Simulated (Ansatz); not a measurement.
**CoGe+ (triplet): wave-function methods side by side, def2-SVP**

The task here is to estimate one member of a computed series from the others.

Program: Ansatz 0.2.0, Gaussian basis. Level of theory: def2-SVP, core rule «outside noble gas», up to 23 orbitals frozen. These are calculated values, not measurements.

The runs, in order: UHF; CCSD(T) on ROHF; CCSD(T) on UHF; CISD; CCSDT(Q) on ROHF; CCSDT(Q) on UHF; CASSCF and MRCISD+Q, 12 electrons in 10 orbitals; CASSCF and NEVPT2, 12 electrons in 10 orbitals.

3 further runs of the same task are left out: 3 set aside as unsound or not needed.

## The geometry

The geometry is a PBE0/def2-TZVP stationary point (not a proven minimum) of the parent state, kept for this charge and spin. No spin-orbit coupling is included. The filled d shell of Ge may be among the frozen orbitals whatever the setting's name suggests; the logs give the count.

2 atoms, charge 1, spin multiplicity 3.

Atoms are counted from 1 here; the program's logs count them from 0.

Bond lengths: Co1–Ge2 2.101 Å.

Set-up of the first run:

Contents of in.yaml:

```yaml
crystal:
  periodic: [false, false, false]
  atoms:
    - {symbol: Co, position_ang: [0.000000, 0.000000, 0.000000]}
    - {symbol: Ge, position_ang: [0.000000, 0.000000, 2.101400]}
basis:
  gaussian: {orbitals: def2-SVP}
total_charge: 1
magnetization: {spin_polarized: true, initial_magnetization: 2}
hamiltonian: {xc: hf}
output: {orbitals: {seedname: orbitals}}
```

Run with:

```
$ ansatz run in.yaml --threads 1 --pin off --events-out ev --progress --plain --max-ram 2560MiB --backend cpu
```

Steps of the session up to this table: UHF; CCSD(T) on ROHF; CCSD(T) on UHF; CISD; CCSDT(Q) on ROHF; CCSDT(Q) on UHF; CASSCF and MRCISD+Q, 12 electrons in 10 orbitals; CASSCF and NEVPT2, 12 electrons in 10 orbitals.

One table of the session follows, with a row left open; its other results are not shown here.

It belongs to the step «Misses and costs». 

```
          method  from RCCSDT(Q) (kJ/mol)
            ROHF                   +891.3
            RMP2                   +150.4
            UMP2                   +151.0
            CISD                   +198.6
           RCCSD                    +94.0
           UCCSD                    +98.0
        RCCSD(T)                    +30.0
        UCCSD(T)                    +42.2
          RCCSDT                    +22.7
          UCCSDT                    +24.1
       RCCSDT(Q)                        0
       UCCSDT(Q)                    -16.3
  CASSCF valence                        ?
  NEVPT2 valence                   +113.2
  MRCISD valence                    +71.6
MRCISD+Q valence                    +34.6
```

Estimate the missing values for CASSCF valence.

**Answer.** from RCCSDT(Q) (kJ/mol): +579.4. In the column «from RCCSDT(Q) (kJ/mol)» it lies between CISD (+198.6) and ROHF (+891.3).

Caveats from the session: The determinant is far from a pure spin state, so its energy mixes those of several spin states (harmless only where they are near-degenerate, as at dissociation). Left out of the table: UHF (another determinant or state than the rows shown). The program flags RCCSD(T), UCCSD(T), RCCSDT(Q), UCCSDT(Q) as in doubt, so the zero of the table is itself unsure. Warnings: spin contamination; coupled cluster took another determinant than the lowest; large T1 diagnostic. Restricted and unrestricted rows rest on different reference determinants; where their highest levels disagree by more than a few hundredths of an eV, they describe different states and don't form one ladder.
